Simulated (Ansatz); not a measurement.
**H₉NOSn (built from SMILES N.O.[SnH4]): a barrier at many levels of theory**

Aim: the barrier and energy of one elementary step (Sn1–N7 formed, H2–H8 formed, H6–O9 formed, Sn1–H2 broken, H6–N7 broken, H8–O9 broken) from LDA up to coupled cluster, on fixed structures, to see where each rung fails.

The runs use Ansatz 0.2.0, Gaussian basis; single points in def2-TZVPP on PBE0-D4/def2-TZVP structures.

Levels: SPW92, PBE-D4, BLYP-D4, r2SCAN-D4, B97M-V, PBE0-D4, B3LYP-D4, r2SCAN0-D4, BHLYP-D4, CAM-B3LYP-D4, wB97X-V, wB97M-V, B2PLYP, PBE-QIDH, RPA on PBE, Hartree-Fock, MP2, CCSD, CCSD(T). The reference is CCSD(T) at the basis limit, from triple and quadruple zeta. Zero-point energies come from PBE0-D4 vibrations.

Correlated methods freeze the cores. Filled d shells of the heavier atoms are correlated. Core potentials replace the inner electrons past krypton, and spin-orbit coupling is left out. B3LYP uses VWN-RPA correlation. B2PLYP carries no dispersion term here.

118 further runs of the same task are left out: 118 set aside as unsound or not needed.

### Step 1. Start, saddle and end, as given

Charge 0, multiplicity 1. The folders r, ts and p hold the start, the saddle and the end; their coordinates stand in the first inputs.

```tsv
pair	r (Å)	ts (Å)	p (Å)
Sn1–N7	3.022	2.172	2.056
H2–H8	1.928	0.970	0.750
H6–O9	2.137	1.282	0.979
Sn1–H2	1.713	2.178	4.082
H6–N7	1.017	1.206	1.891
H8–O9	0.965	1.282	2.482
```

### Step 2. SPW92/def2-TZVPP

The input, r/in.yaml:

```yaml
crystal:
  periodic: [false, false, false]
  atoms:
    - {symbol: Sn, position_ang: [-1.093307, -0.171060, -1.499285]}
    - {symbol: H, position_ang: [-0.933641, -1.267157, -0.192131]}
    - {symbol: H, position_ang: [0.414955, 0.277982, -2.144089]}
    - {symbol: H, position_ang: [-2.113248, 1.134686, -1.125262]}
    - {symbol: H, position_ang: [-1.891785, -1.091469, -2.722397]}
    - {symbol: H, position_ang: [0.944919, 0.710768, 1.152387]}
    - {symbol: N, position_ang: [0.345777, 1.371571, 0.664349]}
    - {symbol: H, position_ang: [0.515073, -1.525075, 1.054388]}
    - {symbol: O, position_ang: [1.228272, -1.341544, 1.677419]}
    - {symbol: H, position_ang: [0.934687, 2.097635, 0.275175]}
    - {symbol: H, position_ang: [-0.250423, 1.809022, 1.356518]}
    - {symbol: H, position_ang: [1.898722, -2.005357, 1.502926]}
basis:
  gaussian: {orbitals: def2-TZVPP}
hamiltonian: {xc: lda}
```

The input, ts/in.yaml:

```yaml
crystal:
  periodic: [false, false, false]
  atoms:
    - {symbol: Sn, position_ang: [-0.768537, 0.203930, -1.275341]}
    - {symbol: H, position_ang: [-0.197100, -1.605918, -0.206399]}
    - {symbol: H, position_ang: [0.412757, -0.361485, -2.363889]}
    - {symbol: H, position_ang: [-1.107470, 1.828736, -1.820449]}
    - {symbol: H, position_ang: [-2.299692, -0.534384, -1.181761]}
    - {symbol: H, position_ang: [0.661978, 0.116045, 1.133952]}
    - {symbol: N, position_ang: [0.041451, 0.989906, 0.580766]}
    - {symbol: H, position_ang: [0.374948, -1.476703, 0.565776]}
    - {symbol: O, position_ang: [1.041098, -1.029578, 1.565452]}
    - {symbol: H, position_ang: [0.588669, 1.820661, 0.381619]}
    - {symbol: H, position_ang: [-0.718388, 1.285504, 1.186131]}
    - {symbol: H, position_ang: [1.970286, -1.236716, 1.434143]}
basis:
  gaussian: {orbitals: def2-TZVPP}
hamiltonian: {xc: lda}
```

The input, p/in.yaml:

```yaml
crystal:
  periodic: [false, false, false]
  atoms:
    - {symbol: Sn, position_ang: [-0.761678, 0.678232, -1.166451]}
    - {symbol: H, position_ang: [-0.072575, -3.281823, -0.453783]}
    - {symbol: H, position_ang: [0.522671, -0.093689, -1.968210]}
    - {symbol: H, position_ang: [-1.482586, 1.849514, -2.190553]}
    - {symbol: H, position_ang: [-1.932804, -0.386797, -0.554325]}
    - {symbol: H, position_ang: [0.715973, 0.017885, 1.319833]}
    - {symbol: N, position_ang: [0.081621, 1.585804, 0.473800]}
    - {symbol: H, position_ang: [0.119180, -2.758205, 0.047122]}
    - {symbol: O, position_ang: [0.857005, -0.923861, 1.547590]}
    - {symbol: H, position_ang: [0.760996, 2.291572, 0.215433]}
    - {symbol: H, position_ang: [-0.609799, 2.044960, 1.055210]}
    - {symbol: H, position_ang: [1.801997, -1.023593, 1.674334]}
basis:
  gaussian: {orbitals: def2-TZVPP}
hamiltonian: {xc: lda}
```

Each run has its own folder and the same command.

On the command line:

```bash
ansatz run in.yaml --threads 4 --pin off --events-out ev --progress --plain --max-ram 9574MiB
```

Further steps of the session: PBE-D4/def2-TZVPP; BLYP-D4/def2-TZVPP; r2SCAN-D4/def2-TZVPP; B97M-V/def2-TZVPP; PBE0-D4/def2-TZVPP; B3LYP-D4/def2-TZVPP; r2SCAN0-D4/def2-TZVPP; BHLYP-D4/def2-TZVPP; CAM-B3LYP-D4/def2-TZVPP; wB97X-V/def2-TZVPP; wB97M-V/def2-TZVPP; B2PLYP/def2-TZVPP; PBE-QIDH/def2-TZVPP; RPA on PBE/def2-TZVPP; CCSD(T)/def2-TZVPP; MP2/def2-QZVPP; SPW92/def2-SVP; PBE-D4/def2-SVP; PBE0-D4/def2-SVP; wB97M-V/def2-SVP; CCSD(T)/def2-SVP; Vibrations of the start structure; Vibrations of the end structure.

Before running it: what results should come out? Wanted: barrier, CCSD(T)/CBS; reverse barrier, CCSD(T)/CBS; step energy, CCSD(T)/CBS; barrier with zero-point energy; step energy with zero-point energy; imaginary mode at the saddle; largest T1 diagnostic.

The runs gave:

| quantity | value |
| --- | --- |
| barrier, CCSD(T)/CBS | 1.836 eV |
| reverse barrier, CCSD(T)/CBS | 1.567 eV |
| step energy, CCSD(T)/CBS | +0.269 eV |
| barrier with zero-point energy | 1.712 eV |
| step energy with zero-point energy | +0.141 eV |
| imaginary mode at the saddle | 1343i cm⁻¹ |
| largest T1 diagnostic | 0.013 |

wB97X-V is the best functional here (+0.002 eV from CCSD(T)/CBS); SPW92 is the worst (-0.878 eV). Mean unsigned error by rung: LDA 0.878, GGA 0.432, meta-GGA 0.208, hybrid 0.166, range-separated hybrid 0.035, double hybrid 0.030 eV. PBE-D4 gives a barrier 0.490 eV too low, outside chemical accuracy (1 kcal/mol, 0.043 eV). Every functional without exact exchange puts the barrier too low, the usual mark of self-interaction error, which favours the spread-out density of a saddle. The barrier rises with the share of exact exchange, from BLYP-D4 through B3LYP-D4 to BHLYP-D4 (-0.374, -0.161, +0.143 eV). Hartree-Fock, with no correlation, is off by +0.853 eV. Zero-point motion lowers the barrier by 0.124 eV.
